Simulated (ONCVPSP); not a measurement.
**Molybdenum: generating and testing an ONCV potential**

Aim: build the potential from the settings below, then test how well it stands in for the atom: other configurations, scattering, ghost states and the plane-wave cutoff that it needs.

The numbers are computed with ONCVPSP 4.0.1.1 (patched build) (PBE, scalar-relativistic, spin-unpolarised reference atom).

### Step 1. Starting point

Typed settings, in words:

```json
{
  "element": "molybdenum (Mo, Z = 42)",
  "type": "optimised norm-conserving Vanderbilt (ONCV)",
  "frozen core": "[Ar] 3d10",
  "valence charge": "14",
  "reference configuration": "4s2 4p6 4d3 (charge +3)",
  "partial waves": "4s: rc 1.90 bohr, ncon 4, nbas 8, qcut 7.8 1/bohr, 1 projector; 4p: rc 2.00 bohr, ncon 4, nbas 8, qcut 8.4 1/bohr, 3 projectors, debl 2.5 Ha; 4d: rc 2.25 bohr, ncon 4, nbas 8, qcut 8.4 1/bohr, 2 projectors, debl 2.6 Ha",
  "local potential": "polynomial inside 1.45 bohr (lpopt 5, dvloc0 4 Ha)",
  "core correction": "Teter function fitted to the true core (icmod 2), fcfact 0.7"
}
```

The outer shells as boxes (Hund's rule for the drawing; the calculation is spin-unpolarised):

```
[Ar] core
3d [↑↓][↑↓][↑↓][↑↓][↑↓]
4s [↑↓]
4p [↑↓][↑↓][↑↓]
4d [↑ ][↑ ][↑ ][  ][  ]
```

An earlier all-electron run gives the scale for the radii.

All-electron outer shells of the reference configuration (PBE, scalar-relativistic, ld1.x):

```
shell  level (eV)  outermost node (bohr)  outermost maximum (bohr)
   4s      -96.30                   0.51                      0.99
   4p      -70.02                   0.52                      1.06
   4d      -32.91                   0.53                      1.32
   5s      -26.70                   1.30                      2.46
   5p      -20.67                   1.46                      2.86
```

### Step 2. Generation

Mo.dat reads:

```
# ATOM AND REFERENCE CONFIGURATION
# atsym  z   nc   nv     iexc    psfile
  Mo 42.00    6    3        4      upf
#
#   n    l    f
    1    0    2.00
    2    0    2.00
    2    1    6.00
    3    0    2.00
    3    1    6.00
    3    2   10.00
    4    0    2.00
    4    1    6.00
    4    2    3.00
#
# PSEUDOPOTENTIAL AND OPTIMIZATION
# lmax
    2
#
#   l,   rc,      ep,       ncon, nbas, qcut
    0    1.90    0.00    4    8    7.80
    1    2.00    0.00    4    8    8.40
    2    2.25    0.00    4    8    8.40
#
# LOCAL POTENTIAL
# lloc, lpopt,  rc(5),   dvloc0
    4    5    1.45    4.00
#
# VANDERBILT-KLEINMAN-BYLANDER PROJECTORs
# l, nproj, debl
    0    1    1.60
    1    3    2.50
    2    2    2.60
#
# MODEL CORE CHARGE
# icmod, fcfact, rcfact
    2    0.70    0.80
#
# LOG DERIVATIVE ANALYSIS
# epsh1, epsh2, depsh
   -5.00    5.00    0.04
#
# OUTPUT GRID
# rlmax, drl
    6.00    0.01
#
# TEST CONFIGURATIONS
# ncnf
    4
# nvcnf
#   n    l    f
    4
    4    0    2.00
    4    1    6.00
    4    2    5.00
    5    0    1.00
#
    3
    4    0    2.00
    4    1    6.00
    4    2    5.00
#
    3
    4    0    2.00
    4    1    6.00
    4    2    4.00
#
    4
    4    0    2.00
    4    1    6.00
    4    2    4.00
    5    0    1.00
#
```

The run is started by

```console
oncvpsp.x < Mo.dat > Mo.out
```

Q: Predict the outcome of this session. Wanted: cutoffs for 1 and 0.1 mHa per electron, occupied waves; bound ghosts; GHOST(+) flags; largest test error; largest phase difference near zero energy, channels read; rms error of d²Exc/dn², without and with the model core; projector energies reset by the program.

**Answer**, as computed:

| quantity | value |
| --- | --- |
| cutoffs for 1 and 0.1 mHa per electron, occupied waves | 19 Ha and 23 Ha |
| bound ghosts | s at -320.16 eV |
| GHOST(+) flags | none at low energy |
| largest test error (AE − PS) | +7.8 meV, for 4s2 4p6 4d5 (2 tests unsolved) |
| largest phase difference near zero energy, channels read | 1.144 rad |
| rms error of d²Exc/dn², without and with the model core | 3.24 and 1.40 mHa |
| projector energies reset by the program | p: -2.573, 0.050, 2.550 Ha |

What this shows: It has a bound ghost (s), a state that the atom doesn't have, and that rules the file out. By total energies transferability is good where solved: the largest error is 7.8 meV on 42.2 eV, for 4s2 4p6 4d5. Atomic tests can pass in spite of a ghost, since they solve only for the levels asked. Of the tests 2 gave no usable energy difference, which is a warning in itself. It counts as of middling hardness, with 19 Ha needed at the looser tolerance. Of the channels read, s scatters worst near zero energy, by up to 1.14 rad. These are tests on the free atom; a crystal test is still owed.
